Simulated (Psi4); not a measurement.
**InH5O (In(H2O)H3) at 5 levels**

Aim: a comparison of 5 runs (UHF/STO-3G, HF/3-21G, MP2/def2-SVPD, BCCD/def2-SV(P), CC2/def2-SVP) of InH5O (In(H2O)H3). 

The results are computed with Psi4 1.11.

3 further runs of the same task are left out: 1 that didn't finish, 2 set aside as unsound or not needed.

## 1. The molecule

InH5O: 7 atoms, total charge 0, spin state singlet. SMILES: `[H][In]([H])([H])<-[OH2]`. Geometry: a GFN2-xTB relaxation, a rough one for these elements and not checked as a minimum.

Bond lengths: In1–O2 2.413 Å, O2–H3 0.965 Å, O2–H4 0.964 Å, In1–H5 1.694 Å, In1–H6 1.707 Å, In1–H7 1.696 Å. Angles: In1–O2–H3 112.6°, In1–O2–H4 114.3°, O2–In1–H5 96.7°, O2–In1–H6 91.6°, O2–In1–H7 95.0°, H3–O2–H4 107.9°, H5–In1–H6 118.6°, H5–In1–H7 121.1°, H6–In1–H7 118.4°.

## 2. Energy and gradient at UHF/STO-3G (run 1)

Input file input.in:

```
memory 1.6 GB

molecule molecule1 {
  0 1
  In
  O 1 r2
  H 2 r3 1 a3
  H 2 r4 3 a4 1 d4
  H 1 r5 2 a5 4 d5
  H 1 r6 5 a6 2 d6
  H 1 r7 5 a7 6 d7

  r2 = 2.412567
  r3 = 0.964514
  a3 = 112.56473
  r4 = 0.964188
  a4 = 107.94935
  d4 = 127.09881
  r5 = 1.694287
  a5 = 96.71259
  d5 = 61.73915
  r6 = 1.707465
  a6 = 118.61824
  d6 = 95.54784
  r7 = 1.6961
  a7 = 121.13798
  d7 = 164.44659
  units angstrom
  symmetry c1
  no_reorient
  no_com
}

set reference uhf
set scf_type pk

E, wfn = gradient("hf/STO-3G", return_wfn=True)
print_variables()
```

On the command line:

```console
$ psi4 -i input.in -o input.out -n 1
```

input.out:

```text
[...]
  Running in c1 symmetry.
[...]
  Nuclear repulsion =  164.180322108987980
[...]
  Multiplicity = 1
[...]
  Nalpha       = 31
  Nbeta        = 31
[...]
    Number of basis functions: 37
[...]
   @UHF iter   1: -5759.26278679124607   -3.64643e+00   1.53077e-02 ADIIS/DIIS
[...]
   @UHF iter  10: -5759.59773544353357   -9.09495e-13   2.08628e-09 DIIS
[...]
   @S^2 Observed:               -2.131628207E-14
[...]
  @UHF Final Energy: -5759.59773544353357
   => Energetics <=
    Nuclear Repulsion Energy =            164.1803221089879798
    One-Electron Energy =               -8305.5576732047975383
    Two-Electron Energy =                2381.7796156522758793
    Total Energy =                      -5759.5977354435344751
  UHF NO Occupations:
  HONO-2 :   29  A 2.0000000
  HONO-1 :   30  A 2.0000000
[...]
 Multipole Moments:
 ------------------------------------------------------------------------------------
     Multipole            Electronic (a.u.)      Nuclear  (a.u.)        Total (a.u.)
 ------------------------------------------------------------------------------------
 L = 1.  Multiply by 2.5417464519 to convert [e a0] to [Debye]
 Dipole X            :          0.3807379           -0.8147552           -0.4340173
 Dipole Y            :          0.2216055           -0.4543423           -0.2327368
 Dipole Z            :         -7.0400327            8.5210278            1.4809951
 Magnitude           :                                                    1.5607318
[...]
  -Total Gradient:
     Atom            X                  Y                   Z
    ------   -----------------  -----------------  -----------------
       1        0.002020154463     0.001063706122    -0.020628561766
       2       -0.028716741777    -0.015018887897     0.056511589950
       3        0.008801336620     0.017390727158    -0.014920923335
       4        0.019749927857    -0.002337153769    -0.014959703985
       5        0.002412236856     0.027864301459    -0.003260106300
       6       -0.026517739844    -0.011631499683    -0.000499347272
       7        0.022250825824    -0.017331193396    -0.002242947271
[...]
```

It took 3.6 s on 1 thread of Intel Xeon at 2.60GHz (Ice Lake), shared host; peak memory 0.19 GiB.

## 3. Energy and one-electron properties at HF/3-21G (run 2)

Input file job.inp:

```
memory 1600 MB

molecule m {
  0 1
  In     0.081900    -0.120640    -1.085250
  O      0.069870    -0.087580     1.327060
  H     -0.816510    -0.186890     1.694150
  H      0.465540     0.701390     1.715170
  H      1.765070    -0.083490    -1.275430
  H     -0.782020     1.350340    -1.158040
  H     -0.783850    -1.573120    -1.217660
}

set basis 3-21G
set reference rhf
set puream false
set scf_type pk

e, wfn = energy('scf', return_wfn=True)
oeprop(wfn, 'MULTIPOLE(3)', 'ESP_AT_NUCLEI')
```

On the command line:

```console
$ psi4 -n 1 job.inp job.out
```

job.out:

```text
[...]
  Running in c1 symmetry.
[...]
  Nuclear repulsion =  164.180342020373331
[...]
  Multiplicity = 1
[...]
  Nalpha       = 31
  Nbeta        = 31
[...]
    Number of basis functions: 52
[...]
   @RHF iter   1: -5791.96522708347402   -4.38707e+00   1.60739e-02 ADIIS/DIIS
[...]
   @RHF iter   7: -5792.39646418189750   -2.04070e-07   9.18895e-07 DIIS
[...]
    Orbital Energies [Eh]
    ---------------------
    Doubly Occupied:
       1A   -991.934058     2A   -148.650572     3A   -138.086402
       4A   -138.085405     5A   -138.085363     6A    -29.519012
       7A    -25.062518     8A    -25.058996     9A    -25.058857
      10A    -20.529420    11A    -17.461737    12A    -17.460489
      13A    -17.460343    14A    -17.457291    15A    -17.457258
      16A     -4.959246    17A     -3.430907    18A     -3.427314
      19A     -3.427097    20A     -1.415318    21A     -1.063169
      22A     -1.057768    23A     -1.057382    24A     -1.055597
      25A     -1.054964    26A     -0.777185    27A     -0.650604
      28A     -0.584059    29A     -0.496896    30A     -0.378950
      31A     -0.375606
[...]
  @RHF Final Energy: -5792.39646418189750
   => Energetics <=
    Nuclear Repulsion Energy =            164.1803420203733310
    One-Electron Energy =               -8327.9940560255581659
    Two-Electron Energy =                2371.4172498232865109
    Total Energy =                      -5792.3964641818984092
[...]
 Multipole Moments:
 ------------------------------------------------------------------------------------
     Multipole            Electronic (a.u.)      Nuclear  (a.u.)        Total (a.u.)
 ------------------------------------------------------------------------------------
 L = 1.  Multiply by 2.5417464519 to convert [e a0] to [Debye]
 Dipole X            :          0.2243414           -0.5891344           -0.3647931
 Dipole Y            :         -0.3418492            0.8725839            0.5307347
 Dipole Z            :         -6.9294198            8.5070357            1.5776159
 Magnitude           :                                                    1.7040027
 L = 2.  Multiply by 1.3450342976 to convert [e a0^2] to [Debye ang]
 Quadrupole XX       :        -46.8604420           18.8517039          -28.0087381
 Quadrupole XY       :         -0.7905282            1.5355401            0.7450119
[...]
```

Wall time 2.4 s (1 thread of Intel Xeon at 2.60GHz (Ice Lake), shared host); peak memory 0.21 GiB.

Runs 3 to 4 aren't shown in full; the table further down has their settings and results.

## 4. A single-point energy at CC2/def2-SVP (core potential) (run 5)

Input file h5ino.py:

```python
import psi4

psi4.set_memory(1600000000)
psi4.set_num_threads(1)
psi4.core.set_output_file('psi4.out', False)

m = psi4.geometry("""
In
O 1 2.412567
H 2 0.964514 1 112.56473
H 2 0.964188 3 107.94935 1 127.09881
H 1 1.694287 2 96.71259 4 61.73915
H 1 1.707465 5 118.61824 2 95.54784
H 1 1.6961 5 121.13798 6 164.44659
""")

psi4.set_options(dict(basis='def2-SVP', scf_type='pk', num_frozen_docc=5))

e = psi4.energy('cc2')
print('E =', round(e, 9))
```

On the command line:

```console
$ python h5ino.py
```

psi4.out:

```text
[...]
    !!!  WARNING: ECP capability is in beta. Please check occupations closely.  !!!
[...]
  Running in c1 symmetry.
[...]
  Nuclear repulsion =   78.784067029145234
[...]
  Multiplicity = 1
[...]
  Nalpha       = 17
  Nbeta        = 17
[...]
    Number of basis functions: 65
[...]
   @RHF iter   1:  -266.81938536192177   -1.55187e+00   5.86696e-03 DIIS/ADIIS
[...]
   @RHF iter  10:  -266.88537921744233   -6.53699e-12   6.84685e-09 DIIS
[...]
    Orbital Energies [Eh]
    ---------------------
    Doubly Occupied:
       1A    -20.628186     2A     -5.351327     3A     -3.611283
       4A     -3.604213     5A     -3.604108     6A     -1.395593
       7A     -1.002305     8A     -0.993340     9A     -0.993274
      10A     -0.990612    11A     -0.990089    12A     -0.784530
      13A     -0.664298    14A     -0.592675    15A     -0.511157
      16A     -0.384047    17A     -0.379434
[...]
  @RHF Final Energy:  -266.88537921744233
   => Energetics <=
    Nuclear Repulsion Energy =             78.7840670291452341
    One-Electron Energy =                -598.3779511421731740
    Two-Electron Energy =                 252.7085048955855484
    Total Energy =                       -266.8853792174423916
[...]
 Multipole Moments:
 ------------------------------------------------------------------------------------
     Multipole            Electronic (a.u.)      Nuclear  (a.u.)        Total (a.u.)
 ------------------------------------------------------------------------------------
 L = 1.  Multiply by 2.5417464519 to convert [e a0] to [Debye]
 Dipole X            :          0.6745938           -1.1277681           -0.4531743
 Dipole Y            :          0.3851320           -0.6288916           -0.2437596
 Dipole Z            :        -24.1449716           25.5803134            1.4353418
 Magnitude           :                                                    1.5247924
[...]
      * MP2 total energy                      = -267.194928195115494
[...]
```

The script printed:

```text
E = -267.197964727
```

Wall time 13 s (1 thread of Intel Xeon at 2.60GHz (Ice Lake), shared host); peak memory 0.31 GiB.

## 5. The series

```csv
run,level,task,Cartesian functions,energy (Eh),HOMO energy (eV),LUMO energy (eV),HOMO–LUMO gap (eV),wall time
1,UHF/STO-3G,gradient,no,-5759.597735,-7.72,8.55,16.28,3.6 s
2,HF/3-21G,properties,yes,-5792.396464,-10.22,2.39,12.61,2.4 s
3,MP2/def2-SVPD (core potential),energy,no,-267.223952,-10.37,1.23,11.60,8.1 s
4,BCCD/def2-SV(P) (core potential),energy,no,-267.159879,-10.35,2.08,12.43,14 s
5,CC2/def2-SVP (core potential),energy,no,-267.197965,-10.32,2.09,12.41,13 s
```

## 6. Results

```
                                          quantity          value
          run 5: ground-state or mean-field energy  -267.19796 Eh
        run 5: HOMO energy (Hartree–Fock orbitals)      -10.32 eV
        run 5: LUMO energy (Hartree–Fock orbitals)        2.09 eV
      run 5: HOMO–LUMO gap (Hartree–Fock orbitals)       12.41 eV
run 5: correlation energy (5 core orbitals frozen)     -312.6 mEh
                              run 5: T1 diagnostic          0.009
```

**Reading.** Some runs of one species differ in core potentials or relativity; totals across that change don't compare. In run 1 the basis is minimal, so the values are rough. In runs 1, 2 relativity is left out where basis or elements ask for it. All runs together took 41 s, the longest 14 s.
